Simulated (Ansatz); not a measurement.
# SnSe2: the cost of one run

Program: Ansatz 0.2.0. G0W0, plane waves. Computed at 0 K without zero-point motion; spin polarisation is off.

2 further runs of the same task are left out: 1 for a known fault of the program, 1 that didn't finish.

## (1) Starting point

The cell was relaxed beforehand with r2SCAN+rVV10.

Space group P-3m1 (No. 164), trigonal; a = 3.825 Å, c = 6.227 Å in the conventional setting, 26.30 Å³ an atom. Around Sn lie 6 Se at 2.71 Å; around Se lie 3 Sn at 2.71 Å.

Structure file:

```cif
data_structure
_symmetry_space_group_name_H-M 'P-3m1'
_symmetry_Int_Tables_number 164
_cell_length_a 3.8252
_cell_length_b 3.8252
_cell_length_c 6.2271
_cell_angle_alpha 90.000
_cell_angle_beta 90.000
_cell_angle_gamma 120.000
_cell_volume 78.91
loop_
_atom_site_label
_atom_site_type_symbol
_atom_site_symmetry_multiplicity
_atom_site_Wyckoff_symbol
_atom_site_fract_x
_atom_site_fract_y
_atom_site_fract_z
_atom_site_occupancy
Sn1 Sn 1 a 0.00000 0.00000 0.00000 1
Se1 Se 2 d 0.33333 0.66667 0.25308 1
```

## (2) From PBE, 60 empty bands, 80 eV

Contents of input.yaml:

```yaml
crystal:
  lattice:
    - [3.8251638404, 0.0, 0.0]
    - [-1.9125819202, 3.3126890594, 0.0]
    - [0.0, 0.0, 6.2270561301]
  atoms:
    - { symbol: Sn, position: [0.0, 0.0, 0.0] }
    - { symbol: Se, position: [0.3333333333, 0.6666666667, 0.2530760434] }
    - { symbol: Se, position: [0.6666666667, 0.3333333333, 0.7469239566] }
kpoints:
  mp_grid: { grid: [6, 6, 2] }
hamiltonian:
  xc: pbe
scf:
  occupations: { method: fixed }
gw:
  n_empty_bands: 60
  ecut_chi: 80
  qp_bands: [v1, c1]
  qp_kpoints: band_edges
  screening: { model: contour_deformation }
```

Command:

```bash
$ ansatz run input.yaml --threads 4 --pin off --max-ram 3686MiB --backend cpu --events-out ev --progress --plain --runs-dir out
```

What time and memory should one allow on 4 threads of Arm Neoverse V1, shared host?

About 14 s, with a peak of 0.38 GiB.
